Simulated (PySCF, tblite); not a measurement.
# C₃H₇BO₅S: geometry, infrared bands and NMR shifts

Wanted: the infrared bands and NMR shifts of C₃H₇BO₅S (`C/C=C(\B(O)O)S(=O)(=O)O`), by calculation.

Computed with tblite 0.8.0 and PySCF 2.14.0, with density-fitted response routines of our own, on a single molecule in the gas phase. Atoms count from 0, in the outputs and in this text.

**1. Starting geometry**

17 atoms, charge 0, multiplicity 1; geometry from: force field or distance geometry start.

Bonds of the start (Å): C0–C1 1.51, C1–C2 1.33, C2–B3 1.60, B3–O4 1.45, B3–O5 1.46, C2–S6 1.78, S6–O7 1.50, S6–O8 1.50, S6–O9 1.68, C0–H10 1.11, C0–H11 1.11, C0–H12 1.10, C1–H13 1.09, O4–H14 0.99, O5–H15 1.00, O9–H16 0.99.

**2. Optimising the geometry with GFN2-xTB**

The job: settings as JSON, then the geometry in Å.

```
{"job": {"kind": "relax", "xc": "GFN2-xTB", "basis": "xTB"}, "charge": 0, "multiplicity": 1}
C      2.108300    -1.105600     0.181700
C      0.650600    -1.043400     0.581400
C     -0.201900    -0.075900     0.241800
B      0.170700     1.188800    -0.670200
O      1.478800     1.296300    -1.294200
O     -0.811100     2.247900    -0.868900
S     -1.874300    -0.147100     0.832600
O     -2.194400    -1.526900     1.337600
O     -2.035000     0.824900     1.965700
O     -2.949800     0.238900    -0.396000
H      2.630700    -0.197300     0.533400
H      2.578400    -1.993500     0.644400
H      2.177400    -1.195800    -0.910000
H      0.312900    -1.856300     1.226100
H      1.357900     0.889800    -2.190300
H     -0.641400     2.888200    -0.115600
H     -2.764800    -0.421200    -1.109500
```

Run with:

```bash
OMP_NUM_THREADS=1 python probes_run.py task.json out
```

The driver reads the jobs from task.json and runs them one after another.

**Question.** This job is followed by: GFN2-xTB harmonic vibrations, gas phase; GIAO PBE0/pcSseg-1 NMR shielding, non-relativistic, gas phase. What will the session give for the following? strongest single infrared mode (GFN2-xTB); zero-point energy (GFN2-xTB); 13C shifts against TMS (PBE0/pcSseg-1); 1H shifts against TMS (PBE0/pcSseg-1, means over atoms taken as alike); 11B shifts against BF3·OEt2 (PBE0/pcSseg-1); 17O shifts against H2O (PBE0/pcSseg-1, means over atoms taken as alike); 33S shifts against CS2 (PBE0/pcSseg-1).

The runs gave:

| quantity | value |
| --- | --- |
| strongest single infrared mode (GFN2-xTB) | 1253 cm⁻¹, 621 km/mol |
| zero-point energy (GFN2-xTB) | 72.0 kcal/mol |
| 13C shifts against TMS (PBE0/pcSseg-1) | 164.1, 139.6, 20.1 ppm |
| 1H shifts against TMS (PBE0/pcSseg-1, means over atoms taken as alike) | 7.78, 6.41, 4.54, 2.51 ppm |
| 11B shifts against BF3·OEt2 (PBE0/pcSseg-1) | 22.7 ppm |
| 17O shifts against H2O (PBE0/pcSseg-1, means over atoms taken as alike) | 220.3, 211.3, 130.9 ppm |
| 33S shifts against CS2 (PBE0/pcSseg-1) | 328 ppm |

Over 160 steps the energy fell by 2.403 eV; of the close pairs, B3–O5 changed most, 1.458 to 1.342 Å. All 45 modes are real, so the xTB geometry is a minimum. The strongest single mode, at 1253 cm⁻¹, is carried by S6, O7, O8. Unscaled tight-binding wavenumbers are off by several per cent, some by more. Its intensities can rank the bands wrongly. The most deshielded hydrogen is H13 (hydrogen on an alkene CH), at 7.78 ppm: olefinic region. At PBE0/pcSseg-1: Shielding is most anisotropic at S6 (span 290 ppm, paramagnetic term -876 ppm).
